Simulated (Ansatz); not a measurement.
# NbTe (P-6m2) in Ansatz: further runs

Runs on NbTe. Level: PBEsol. Tasks: density of states, phonons, elastic constants.

All numbers are computed with Ansatz 0.2.0; they aren't measurements. Logs are shortened: lines on timing, memory, paths and dates and some standing lists are left out, and cuts for length are marked.

### 1 The crystal as given

The structure is hexagonal, space group P-6m2 (No. 187). The conventional cell has a = 3.703 Å, b = 3.703 Å, c = 3.694 Å, α = 90.00°, β = 90.00°, γ = 120.00°. Around Te (site symmetry -6m2) lie 6 Nb at 2.83 Å. Nb (site symmetry -6m2) has 6 Te at 2.83 Å as nearest neighbours.

The cell comes from a database or a generator and needn't be the stable form of this composition.

### 2 Density of states, PBEsol

Input file input.yaml:

```yaml
crystal:
  lattice:
    - [3.7029743866, 0.0, 0.0]
    - [-1.8514871933, 3.2068698884, 0.0]
    - [0.0, 0.0, 3.694211]
  atoms:
    - { symbol: Te, position: [0.6666666667, 0.3333333333, 0.0] }
    - { symbol: Nb, position: [0.0, 0.0, 0.5] }
kpoints:
  mp_grid: { grid: [8, 8, 7] }
scf:
  occupations: { method: fermi_dirac, width: 0.05 }
hamiltonian:
  xc: pbesol
  pseudopotentials: { kind: all_electron, datasets: crystal }
output:
  forces: true
  stress: true
  eigenvalues: true
  dos: { projected: false, de: 0.2, e_range: [-10, 8] }
  elf: true
  volumetric_format: npy
```

Potentials or basis: all-electron PAW datasets made for the crystal.

On the command line:

```sh
$ ansatz run input.yaml --threads 1 --pin off --max-ram 3072MiB --backend cpu --events-out ev --progress --plain --runs-dir out
```

What it wrote:

```text
Warning: RAYON_NUM_THREADS=1 ignored (pool sized by the plan → 1); use --threads N
hamiltonian.pseudopotentials.datasets: crystal makes datasets for this crystal and solves the spheres of its atoms anew in each pass: cutoff 240.0 eV, the density's 960.0 eV; for an error of 0.50 meV an atom under PBE, 1.0 meV for the cell; an energy difference from a run of another recipe may be off by several times the error for the cell, under r2SCAN by more, where some 0.1 meV an atom stays at smaller errors; Nb in spheres of 1.376 Å, 13 of its electrons in bands; Te in spheres of 1.376 Å, 16 of its electrons in bands
band count auto-derived: 20 (N_el = 29.0; filled up to band 15; 19 by the electrons, moments and atoms)
Engine: ansatz 0.2.0, x86_64-unknown-linux-gnu
Pseudopotentials: kind: all_electron
Pseudopotential: Te, paw, valence charge 16, recommended cutoff 240 eV (normal), crystal/all_electron/pbesol/scalar/gaussian/Te, Koelling and Harmon's equation, gaussian nucleus
Pseudopotential: Nb, paw, valence charge 13, recommended cutoff 240 eV (normal), crystal/all_electron/pbesol/scalar/gaussian/Nb, Koelling and Harmon's equation, gaussian nucleus
Functional definition: PBEsol
  exchange = pbesol_x
  correlation = pbesol_c
Crystal: 2 atoms, lattice volume = 43.869 Å³
Basis set: ecut = 240 eV, 393 PW (Γ), exchange–correlation on 40×40×40 points (8 copies of the dense FFT grid, shifted against one another)
Bands: 20, of which v1, the nominal top of the filled ones, is band 15 counted from 1 (14 counted from 0)
Symmetry: 12 space group operations
Space group: P-6m2 (ITA 187), of the structure as read, at distance tolerance 3.5e-5 Å
k-points: 40 of 448 (time reversal used)
Non-local potential: Te, projectors of the file, l = 0: 1, l = 1: 1, l = 2: 2
Non-local potential: Nb, projectors of the file, l = 0: 2, l = 1: 2, l = 2: 2
PAW form: soft (Blöchl's): semilocal exchange-correlation on the pseudo side does not see the compensation charge
PAW one-centre angular grid: Te, 590 points (default); XC on its mesh's 1857 points in the sphere
PAW one-centre angular grid: Nb, 590 points (default); XC on its mesh's 1889 points in the sphere
Initial density: superposition of atomic densities (neutral atoms: chi_scale 0, normalization atom)
Initial wavefunctions: pseudopotential atomic-orbital guess
Functional: x = pbesol(κ = 0.804, μ = 0.12345679012345678), c = pbesol(β = 0.046)
iter 1 solved again at ethr=7.11e-3 eV; its pass at ethr=1.00e-1 eV (dr2=2.06e0 eV) is discarded
SCF iter   1: F=—  HF=-288695.755419 eV  |F-HF|=—  |Δ(HF+E_count)|=         —  Δρ=5.54e-2  dr2=2.08e0  ethr=7.11e-3  ⟨swp⟩=2.9  Hψ=3987  notcnv=0
preconditioner: auto → none  [metal: Δε(μ)=0.013 eV  Ē_g=8.655 eV  σ=0.050 eV  W_gap=0.06  n_scr=8 (ndim 8)  ℏωp=18.6 eV  f_vac=0.000  D(μ)=1.63/eV (n_scr^D=8)  sad-step TF]
SCF iter   2: F=—  HF=-288695.384776 eV  |F-HF|=—  |Δ(HF+E_count)|=   3.71e-1  Δρ=2.99e-2  dr2=5.76e-1  ethr=7.11e-3  ⟨swp⟩=2.1  Hψ=1604  notcnv=0
SCF iter   3: F=—  HF=-288695.245920 eV  |F-HF|=—  |Δ(HF+E_count)|=   1.39e-1  Δρ=1.33e-2  dr2=1.11e-1  ethr=1.99e-3  ⟨swp⟩=3.7  Hψ=2088  notcnv=0
iter 4 solved again at ethr=2.94e-6 eV; its pass at ethr=3.84e-4 eV (dr2=8.52e-4 eV) is discarded
SCF iter   4: F=—  HF=-288695.245525 eV  |F-HF|=—  |Δ(HF+E_count)|=   3.95e-4  Δρ=1.52e-3  dr2=9.09e-4  ethr=2.94e-6  ⟨swp⟩=3.0  Hψ=3532  notcnv=0  defer=1
SCF iter   5: F=—  HF=-288695.247272 eV  |F-HF|=—  |Δ(HF+E_count)|=   1.75e-3  Δρ=2.06e-3  dr2=3.19e-3  ethr=2.94e-6  ⟨swp⟩=3.9  Hψ=1973  notcnv=0
SCF iter   6: F=—  HF=-288695.246750 eV  |F-HF|=—  |Δ(HF+E_count)|=   5.23e-4  Δρ=2.51e-4  dr2=2.59e-5  ethr=2.94e-6  ⟨swp⟩=3.2  Hψ=1723  notcnv=0
SCF iter   7: F=—  HF=-288695.246750 eV  |F-HF|=—  |Δ(HF+E_count)|=   2.83e-7  Δρ=8.36e-5  dr2=5.51e-6  ethr=8.93e-8  ⟨swp⟩=3.0  Hψ=1859  notcnv=0
SCF iter   8: F=—  HF=-288695.246749 eV  |F-HF|=—  |Δ(HF+E_count)|=   1.24e-6  Δρ=2.99e-5  dr2=6.80e-7  ethr=1.90e-8  ⟨swp⟩=2.8  Hψ=1465  notcnv=0
SCF iter   9: F=—  HF=-288695.246749 eV  |F-HF|=—  |Δ(HF+E_count)|=   1.08e-7  Δρ=1.36e-5  dr2=1.35e-7  ethr=2.34e-9  ⟨swp⟩=3.0  Hψ=1480  notcnv=0
SCF iter  10: F=-288695.246749 eV  HF=-288695.246749 eV  |F-HF|=0.00e0  |Δ(HF+E_count)|=   3.26e-8  Δρ=9.34e-7  dr2=2.97e-10  ethr=4.67e-10  ⟨swp⟩=3.0  Hψ=1574  notcnv=0
SCF 1 converged in 10 iterations: F = -288695.246749 eV  dr2 = 2.97e-10
  Residual-converged pass: ⟨swp⟩=3.0  Hψ=1692  notcnv=0  max |occ|·‖R‖ = 5.2e-6 eV (tolerance 5.3e-6 eV)  dr2=3.33e-10  dr2_onsite=5.05e-10  max |Δocc| = 8.9e-10
SCF converged after 10 iterations
Free energy (F): -288695.246749 eV
Harris-Foulkes:  -288695.246749 eV  (|F-HF|=0.00e0)
Internal energy: -288695.235292 eV  (E = F + TS)
E sigma→0 (E₀):  -288695.241021 eV
Entropy (-TS):   -0.011457 eV (-5.728 meV/atom)
Past the cutoff: the bands carry plane waves up to 1.75 times it, of which those up to 1.5 times it add -0.000392 eV an atom, each by itself; the spheres take 0.000511 eV an atom off the energy for waves past 1.75 times it
By the cutoff:   a pressure is off by up to 0.008 GPa (1.2 times the spheres' own share and the shells' term, over an atom's volume, and 0.004 GPa: a bound that held against runs at twice the plane waves)
Past the cutoffs: a stress includes 0.0019 GPa for waves and charges beyond them, in addition to the slope of what the spheres take
In the spheres:  the bands' charges fall short by 1.6e-6 e at most (sound up to 1e-3)
Fermi energy:    18.186692 eV
--- Per-component energies (eV) ---
  E_band       = -211.307724
  E_kinetic    = 293.733324
  E_local      = -1684.933473  (includes V_loc(G=0)·N_el)
  E_nonlocal   = 41.180184
  E_hartree    = 838.799962
  E_xc         = -154.595335
  E_vxc        = -200.013772  (∫ρ·V_xc dr)
  E_paw        = -291446.372263  (= ΣΔE_a)
  E_vpaw       = -6842.933368  (= ΣTr[D̂ρ^β])
  E_ewald      = -3087.106456
  E_smearing   = -0.011457  (= −TS)
  E_closure    = 6504.058766  (closes the sum)
  Σ components = -288695.246749   (vs F -288695.246749, Δ=0.00e0)
  The terms above E_closure are by the made datasets' own strengths, without shells solved beside the bands.
--- Forces (eV/Å), atoms counted from 1 ---
  atom   1  Te     0.00000000     0.00000000     0.00000000
  atom   2  Nb     0.00000000     0.00000000     0.00000000
  max |Σ_I F_I| component: 7.40e-17 eV/Å
--- Stress (GPa, compression-positive) ---
       -5.243673      -0.000000       0.000000
        0.000000      -5.243673       0.000000
        0.000000       0.000000      -5.248638
  P = ⅓ Tr σ = -5.2453 GPa (-52.453 kbar)
--- Band table (eV; the first three rows and the last of 40) ---
  k-point 0: bands = ["-37.3063", "-19.8149", "-19.8149", "-19.8073", "-19.8073", "-19.8066", "-13.5226", "-13.3299", "-13.3299", "3.9069", "15.0267", "15.0267", "15.1712", "15.8313", "18.3184", "18.3184", "20.6212", "20.6212"]
  k-point 1: bands = ["-37.3053", "-19.8146", "-19.8146", "-19.8084", "-19.8084", "-19.8042", "-13.5444", "-13.3277", "-13.3277", "4.1078", "13.8291", "15.1432", "15.1432", "16.6309", "17.8786", "17.8786", "20.8680", "20.8680"]
  k-point 2: bands = ["-37.3031", "-19.8141", "-19.8141", "-19.8108", "-19.8108", "-19.7988", "-13.5929", "-13.3229", "-13.3229", "4.6287", "12.0459", "15.4000", "15.4000", "17.3220", "17.3220", "17.6611", "20.5964", "20.5964"]
  k-point 39: bands = ["-37.2926", "-19.8204", "-19.8126", "-19.8097", "-19.8039", "-19.7876", "-13.5841", "-13.4253", "-13.3790", "6.0249", "11.9967", "12.4767", "13.6247", "16.9770", "19.3071", "19.8123", "20.3859", "20.6416"]
```

Run time: 7.5 s. Hardware: 1 thread of Intel Xeon 6975P-C (Granite Rapids), shared host; peak memory 0.51 GiB.

Results:

- Free energy: -288695.2467 eV
- Pressure: -5.2 GPa
- Band gap on the k mesh: none (metal or under the smearing width)

States per cell in windows of 1 eV (zero at the Fermi level; states under -8 eV left out):
```
from (eV)  total
     -8.0   0.06
     -7.0   1.34
     -6.0   1.18
     -5.0   1.61
     -4.0   1.61
     -3.0   0.47
     -2.0   1.72
     -1.0   1.04
      0.0   2.25
      1.0   2.66
      2.0   1.49
      3.0   0.81
      4.0   0.96
      5.0   1.30
      6.0   1.39
      7.0   0.12
```

Caveat: the program warned that the printed levels may be off, so bands, gaps and densities of states are rough.

### 3 Phonons, PBEsol

input.yaml: that of step 2 with these lines changed.

```diff
@@ -14,9 +14,6 @@
   xc: pbesol
-  pseudopotentials: { kind: all_electron, datasets: crystal }
-output:
-  forces: true
-  stress: true
-  eigenvalues: true
-  dos: { projected: false, de: 0.2, e_range: [-10, 8] }
-  elf: true
-  volumetric_format: npy
+  pseudopotentials: { kind: all_electron, lapw: { basis_error: 0.001 } }
+output: {}
+phonons:
+  method: fd
+  supercell: [1, 1, 1]
```

Potentials or basis: all-electron LAPW, scalar-relativistic.

On the command line:

```sh
$ ansatz run input.yaml --threads 1 --pin off --max-ram 3072MiB --backend cpu --events-out ev --progress --plain --runs-dir out
```

What it wrote:

```text
Warning: RAYON_NUM_THREADS=1 ignored (pool sized by the plan → 1); use --threads N
LAPW: plane waves up to 8.111 Å⁻¹, error target 1.0e-3 eV per atom; small_component_spin mean_spin; Nb in spheres of 1.344 Å, 29 of its electrons in bands, Dirac shells []; Te in spheres of 1.397 Å, 24 of its electrons in bands, Dirac shells [] (how accurate: hamiltonian.pseudopotentials.lapw.basis_error, Limitations)
[... 2 set-up lines as earlier in the session ...]
Pseudopotential: Te, LAPW, valence charge 24, lapw/all_electron/scalar/gaussian/Te, Koelling and Harmon's equation, gaussian nucleus
Pseudopotential: Nb, LAPW, valence charge 29, lapw/all_electron/scalar/gaussian/Nb, Koelling and Harmon's equation, gaussian nucleus
[... 3 set-up lines as earlier in the session ...]
Crystal: 2 atoms, lattice volume = 43.869 Å³
[... 96 lines left out ...]
--- Forces (eV/Å), atoms counted from 1 ---
  atom   1  Te    -0.00000000     0.00000000     0.00000000
  atom   2  Nb     0.00000000     0.00000000     0.00000000
  max |Σ_I F_I| component: 5.55e-17 eV/Å
--- Band table (eV; the first three rows and the last of 40) ---
  k-point 0: bands = ["-325.4792", "-325.4500", "-325.4500", "-175.3315", "-175.3152", "-175.3152", "-175.2985", "-175.2985", "-142.2360", "-92.3488", "-92.3488", "-92.3368", "-37.3063", "-19.8151", "-19.8151", "-19.8072", "-19.8072", "-19.8065", "-13.5228", "-13.3299", "-13.3299", "3.9069", "15.0267", "15.0267", "15.1711", "15.8313", "18.3183", "18.3183", "20.6212", "20.6212", "20.9728", "24.0975"]
  k-point 1: bands = ["-325.4792", "-325.4500", "-325.4500", "-175.3315", "-175.3152", "-175.3152", "-175.2985", "-175.2985", "-142.2360", "-92.3488", "-92.3488", "-92.3368", "-37.3053", "-19.8149", "-19.8149", "-19.8083", "-19.8083", "-19.8041", "-13.5446", "-13.3277", "-13.3277", "4.1078", "13.8291", "15.1432", "15.1432", "16.6309", "17.8786", "17.8786", "20.8680", "20.8680", "21.5191", "25.0016"]
  k-point 2: bands = ["-325.4792", "-325.4500", "-325.4500", "-175.3315", "-175.3152", "-175.3152", "-175.2985", "-175.2985", "-142.2360", "-92.3488", "-92.3488", "-92.3368", "-37.3031", "-19.8142", "-19.8142", "-19.8108", "-19.8108", "-19.7987", "-13.5931", "-13.3229", "-13.3229", "4.6287", "12.0459", "15.4000", "15.4000", "17.3220", "17.3220", "17.6611", "20.5964", "20.5964", "22.3780", "26.2422"]
  k-point 39: bands = ["-325.4792", "-325.4500", "-325.4500", "-175.3315", "-175.3152", "-175.3152", "-175.2985", "-175.2985", "-142.2360", "-92.3489", "-92.3488", "-92.3368", "-37.2926", "-19.8202", "-19.8126", "-19.8097", "-19.8041", "-19.7875", "-13.5843", "-13.4252", "-13.3790", "6.0249", "11.9967", "12.4768", "13.6247", "16.9770", "19.3070", "19.8124", "20.3860", "20.6416", "21.5800", "22.6654"]
--- Phonons: 4 displaced members + reference (amplitude 0.01 Å, Σ member SCF iterations 32) ---
  symmetry images taken by strict's conditions (phonons.symmetry_images: auto; settled by no image being taken that strict refuses)
  ASR residual: 3.048e-4 → 0.000e0 eV/Å²; symmetrization residual: 2.177e-4 eV/Å²
  largest component of a force at the reference: 3.7e-17 eV/Å
  ASR residual per site (eV/Å²): 1.29e-4 3.05e-4
  Γ frequencies (cm⁻¹): 0.00 0.00 0.00 215.70 216.06 216.06
  density of states and harmonic sums: on the 19×19×17 q-mesh, interpolated from the force constants of a 1×1×1 supercell (no non-analytic term)
  largest difference from the sums on the solved wave vectors: F 5.15e-1 eV, S 7.74e-4 and C_V 2.58e-4 eV/K
  zero-point energy: 0.055196 eV/cell   skipped modes (ω ≤ 0): 3   left out of the sums: 8.15e-5 of the cell's modes: C_V's classical limit lies that fraction below 3 k_B per atom; for a crystal, a wire or a layer, F and S can be off by more, and a phonons.interpolated_qmesh denser along its periods is the remedy for the sampling
```

Run time: 2.1 min. Hardware: 1 thread of Intel Xeon 6975P-C (Granite Rapids), shared host; peak memory 0.57 GiB.

Results:

* Free energy: -288695.2463 eV
* Band gap on the k mesh: none (metal or under the smearing width)
* Highest phonon frequency at Γ: 216 cm⁻¹

Levels at points of the mesh, in eV from the Fermi level:
```csv
k point,band 25,band 26,band 27,band 28,band 29,band 30
"(0.00, 0.00, 0.00)",-3.02,-2.36,0.13,0.13,2.43,2.43
"(0.00, -0.50, 0.00)",-2.65,-2.61,-0.20,1.23,1.48,3.02
```

Phonon frequencies in cm⁻¹ (negative: imaginary):
```tsv
q point	frequencies
(0.000, 0.000, 0.000)	0 0 0 216 216 216
```

Caveat: a metal's response needs a denser mesh.

[end of part 1 of 2]
